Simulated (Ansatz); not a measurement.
# RbAg3: the cost of one run

Computed with Ansatz 0.2.0 (DFT PBE, scalar-relativistic, plane waves, PAW, unless a step's input says otherwise).

1 further run of the same task is left out (for a known fault of the program).

## Step 1: The structure to begin with

Symmetry: I4/mmm, No. 139, tetragonal system. The conventional cell has a = 4.475 Å, b = 4.475 Å, c = 9.997 Å, α = 90.00°, β = 90.00°, γ = 90.00°. Rb (site symmetry 4/mmm) is surrounded by 12 Ag at 3.16 to 3.35 Å. Ag (site symmetry 4/mmm) is surrounded by 4 Rb at 3.16 Å and 8 Ag at 3.35 Å. Ag (site symmetry -4m2) has 8 Ag at 3.16 to 3.35 Å and 4 Rb at 3.35 Å as nearest neighbours.

Coordinates:

```cif
data_structure
_symmetry_space_group_name_H-M 'I4/mmm'
_symmetry_Int_Tables_number 139
_cell_length_a 4.4753
_cell_length_b 4.4753
_cell_length_c 9.9968
_cell_angle_alpha 90.000
_cell_angle_beta 90.000
_cell_angle_gamma 90.000
_cell_volume 200.22
loop_
_atom_site_label
_atom_site_type_symbol
_atom_site_symmetry_multiplicity
_atom_site_Wyckoff_symbol
_atom_site_fract_x
_atom_site_fract_y
_atom_site_fract_z
_atom_site_occupancy
Rb1 Rb 2 a 0.00000 0.00000 0.00000 1
Ag1 Ag 2 b 0.50000 0.50000 0.00000 1
Ag2 Ag 4 d 0.50000 0.00000 0.25000 1
```

This is candidate A: TiAl3 (D0_22) type (I4/mmm, No. 139).

(A quick probe on a coarse mesh, which set the mesh and smearing, is not shown.)

## Step 3: Relaxing cell and atoms (candidate A)

The input, input.yaml:

```yaml
crystal:
  lattice:
    - [-2.2376556161, 2.2376556161, 4.9983995581]
    - [2.2376556161, -2.2376556161, 4.9983995581]
    - [2.2376556161, 2.2376556161, -4.9983995581]
  atoms:
    - { symbol: Rb, position: [0.0, 0.0, 0.0] }
    - { symbol: Ag, position: [0.5, 0.5, 0.0] }
    - { symbol: Ag, position: [0.25, 0.75, 0.5] }
    - { symbol: Ag, position: [0.75, 0.25, 0.5] }
basis:
  ecutwfc: 420
kpoints:
  mp_grid: { grid: [14, 14, 14] }
hamiltonian:
  xc: pbe
scf:
  occupations: { method: gaussian, width: 0.1 }
output:
  forces: true
  stress: true
  eigenvalues: true
relax:
  adjacent_minimum: "off"
  f_tol: 0.01
  max_steps: 80
  cell: { stress_tol: 0.05 }
```

The run is started by

```console
ansatz run input.yaml --threads 1 --pin off --max-ram 2560MiB --backend cpu --events-out ev --progress --plain --runs-dir out
```

**Question.** How long does this run take on 1 thread of Intel Xeon 6975P-C (Granite Rapids), shared host, and how much memory does it need?

About 3.5 min, with a peak of 0.9 GiB.
